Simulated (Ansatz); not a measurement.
# Lu3Zn2Ge: the cost of one run

Method: DFT PBE, scalar-relativistic, plane waves, PAW, in Ansatz 0.2.0.

### 1 Starting point

Symmetry: P-6m2, No. 187, hexagonal system. Conventional cell: a = 6.167 Å, b = 6.167 Å, c = 4.220 Å, α = 90.00°, β = 90.00°, γ = 120.00°. Lu (site symmetry mm2) has 1 Zn at 1.95 Å as nearest neighbours. Zn (site symmetry -6m2) has 3 Lu at 1.95 Å as nearest neighbours. Zn (site symmetry -6m2) has 6 Lu at 2.65 Å as nearest neighbours. Around Ge (site symmetry -6m2) lie 6 Lu at 3.09 Å.

Structure file:

```
CELL_PARAMETERS angstrom
6.16714 0.00000 0.00000
-3.08357 5.34090 0.00000
0.00000 0.00000 4.22027
ATOMIC_POSITIONS crystal
Lu 0.84954 0.15046 0.50000
Lu 0.84954 0.69907 0.50000
Lu 0.30093 0.15046 0.50000
Zn 0.66667 0.33333 0.50000
Zn 0.00000 0.00000 0.00000
Ge 0.33333 0.66667 0.50000
```

The cell is invented: random cell by space group and Wyckoff sites (P-6m2, No. 187). Lengths come from tabulated atomic sizes and are only a guess.

### 2 A first look at the guess

File input.yaml:

```yaml
crystal:
  lattice:
    - [6.16714214, 0.0, 0.0]
    - [-3.08357107, 5.34090176, 0.0]
    - [0.0, 0.0, 4.22026855]
  atoms:
    - { symbol: Lu, position: [0.84953734, 0.15046266, 0.5] }
    - { symbol: Lu, position: [0.84953734, 0.69907469, 0.5] }
    - { symbol: Lu, position: [0.30092531, 0.15046266, 0.5] }
    - { symbol: Zn, position: [0.66666667, 0.33333333, 0.5] }
    - { symbol: Zn, position: [0.0, 0.0, 0.0] }
    - { symbol: Ge, position: [0.33333333, 0.66666667, 0.5] }
basis:
  ecutwfc: 420
kpoints:
  mp_grid: { grid: [3, 3, 4] }
hamiltonian:
  xc: pbe
scf:
  occupations: { method: gaussian, width: 0.1 }
  lower_state_search: "off"
output:
  forces: true
  stress: true
  eigenvalues: true
```

Launch:

```
ansatz run input.yaml --threads 1 --pin off --max-ram 2560MiB --backend cpu --events-out ev --progress --plain --runs-dir out
```

What time and memory should one allow on 1 thread of Arm Neoverse V2, shared host?

About 13 s, with a peak of 0.41 GiB.
